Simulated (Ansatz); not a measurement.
**PIr2: properties at the relaxed cell**

One table from this session's results is given with a row withheld; the runs are named, their logs left out.

The COD entry's cell or inner coordinates are ideal or old and differ from later refinements, so a difference from it is no clean test against experiment.

Computed with Ansatz 0.2.0 (DFT r2SCAN, scalar-relativistic, plane waves, PAW, unless a step's input says otherwise).

1 further run of the same task is left out (set aside as unsound or not needed).

### The starting structure

The structure is cubic, space group Fm-3m (No. 225). The conventional cell has a = 5.548 Å, b = 5.548 Å, c = 5.548 Å, α = 90.00°, β = 90.00°, γ = 90.00°. P (site symmetry m-3m) has 8 Ir at 2.40 Å as nearest neighbours. Ir (site symmetry -43m) has 4 P at 2.40 Å as nearest neighbours.

As a file:

```
CELL_PARAMETERS angstrom
0.00000 2.77385 2.77385
2.77385 0.00000 2.77385
2.77385 2.77385 0.00000
ATOMIC_POSITIONS crystal
P 0.00000 0.00000 0.00000
Ir 0.25000 0.25000 0.25000
Ir 0.75000 0.75000 0.75000
```

This cell was relaxed beforehand with the same method: volume 14.23 Å³/atom, gap on the mesh none (metal).

The first run:

File input.yaml:

```yaml
crystal:
  lattice:
    - [0.0, 2.7738467796, 2.7738467796]
    - [2.7738467796, 0.0, 2.7738467796]
    - [2.7738467796, 2.7738467796, 0.0]
  atoms:
    - { symbol: P, position: [0.0, 0.0, 0.0] }
    - { symbol: Ir, position: [0.25, 0.25, 0.25] }
    - { symbol: Ir, position: [0.75, 0.75, 0.75] }
basis:
  ecutwfc: 500
kpoints:
  mp_grid: { grid: [14, 14, 14] }
  band_path:
    path:
      - [[0.0, 0.0, 0.0], [0.5, 0.0, 0.5], [0.625, 0.25, 0.625]]
      - [[0.375, 0.375, 0.75], [0.0, 0.0, 0.0], [0.5, 0.5, 0.5], [0.5, 0.25, 0.75], [0.5, 0.0, 0.5]]
    npoints: 14
hamiltonian:
  xc: r2scan
scf:
  occupations: { method: gaussian, width: 0.1 }
  n_extra_bands: 7
output:
  forces: true
  stress: true
  eigenvalues: true
  populations: true
  dos: { projected: true, de: 0.02, nscf_kmesh: { grid: [21, 21, 21] } }
  bader: true
  write_density: true
  write_potential: true
  elf: true
  volumetric_format: npy
```

On the command line:

```console
$ ansatz run input.yaml --threads 1 --pin off --max-ram 2560MiB --backend cpu --events-out ev --progress --plain --runs-dir out
```

Among the steps run: Bands, states and charges; The cell as listed, for comparison; Volume × 0.97; Point at V/V0 = 1.03; The cell scaled to 0.94 of its volume; Point at V/V0 = 1.06; Volume × 0.91; The cell scaled to 1.10 of its volume; Point at V/V0 = 0.88.

One table of the session follows, with a row left open; its other results are not shown here.

It belongs to the step «Fit of the equation of state». 

```
volume (Å³/atom)  energy above the lowest point (meV/atom)  pressure (GPa)
          12.521                                     247.4           52.61
          12.948                                         ?               ?
          13.375                                      54.3           21.70
          13.802                                      12.7            9.89
          14.228                                       0.0           -0.01
          14.655                                      11.4           -8.28
          15.082                                      43.0          -15.19
          15.651                                     110.8          -22.63
```

Q: Estimate the row for volume (Å³/atom) = 12.948 from the others.

Worked estimate for «energy above the lowest point (meV/atom)». A straight line through the neighbours (12.521, 247.4) and (13.375, 54.3) gives 247.4 + (54.3 − 247.4) × (12.948 − 12.521) / (13.375 − 12.521) = 150.9; a parabola fitted to 3 rows on both sides gives 132.5.

As computed: energy above the lowest point (meV/atom): 130.3; pressure (GPa): 35.79. In «energy above the lowest point (meV/atom)» the line misses by +20.6 and the parabola by +2.2.
